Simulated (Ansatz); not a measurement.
# AlAu4: the cost of one run

Program: Ansatz 0.2.0. Level of theory: DFT PBEsol, scalar-relativistic, plane waves, PAW. These are calculated values, not measurements.

## Step 1: The structure to begin with

Symmetry: C2/m, No. 12, monoclinic system. Conventional cell: a = 4.849 Å, b = 3.428 Å, c = 10.918 Å, α = 90.00°, β = 95.08°, γ = 90.00°. Al (site symmetry 2/m) is surrounded by 6 Au at 2.58 to 2.68 Å. Around Au (site symmetry m) lie 3 Al at 2.58 to 2.68 Å and 7 Au at 2.96 to 2.97 Å. Around Au (site symmetry m) lie 10 Au at 2.88 to 2.97 Å.

Coordinates:

```cif
data_structure
_symmetry_space_group_name_H-M 'P 1'
_symmetry_Int_Tables_number 1
_cell_length_a 2.9694
_cell_length_b 2.9694
_cell_length_c 10.9180
_cell_angle_alpha 94.148
_cell_angle_beta 94.148
_cell_angle_gamma 70.515
_cell_volume 90.40
loop_
_atom_site_label
_atom_site_type_symbol
_atom_site_fract_x
_atom_site_fract_y
_atom_site_fract_z
_atom_site_occupancy
Al1 Al 0.00000 0.00000 0.00000 1
Au1 Au 0.61306 0.61306 0.82195 1
Au2 Au 0.19871 0.19871 0.60595 1
Au3 Au 0.80129 0.80129 0.39405 1
Au4 Au 0.38694 0.38694 0.17805 1
```

The structure comes from the Materials Project (structure only).

## Step 2: Random moves and strain, cell strained

What differs from the listed cell: strain xx, yy, zz, yz, xz, xy = -3.7, -5.3, -2.5, +2.0, +0.0, -0.5 %; atoms moved by 0.06 Å root mean square, at most 0.08 Å.

Contents of input.yaml:

```yaml
crystal:
  lattice:
    - [2.3436065609, -1.6353550441, -0.0354942975]
    - [2.3266370006, 1.6113503656, 0.0330695825]
    - [-0.9368908056, 0.2222881154, 10.6042864471]
  atoms:
    - { symbol: Al, position: [0.0097500742, -0.005249077, 0.0039843583] }
    - { symbol: Au, position: [0.6013344814, 0.6290750351, 0.8254108998] }
    - { symbol: Au, position: [0.1937335988, 0.2056699128, 0.5993623491] }
    - { symbol: Au, position: [0.7893426835, 0.8004155691, 0.3915498566] }
    - { symbol: Au, position: [0.4058391622, 0.3700885599, 0.1796925363] }
basis:
  ecutwfc: 420
kpoints:
  mp_grid: { grid: [12, 12, 4] }
hamiltonian:
  xc: pbesol
scf:
  occupations: { method: gaussian, width: 0.1 }
output:
  forces: true
  stress: true
  eigenvalues: true
```

**Question.** How long does this run take on 1 thread of an x86-64 CPU, shared host, and how much memory does it need?

About 34 s, with a peak of 0.95 GiB.
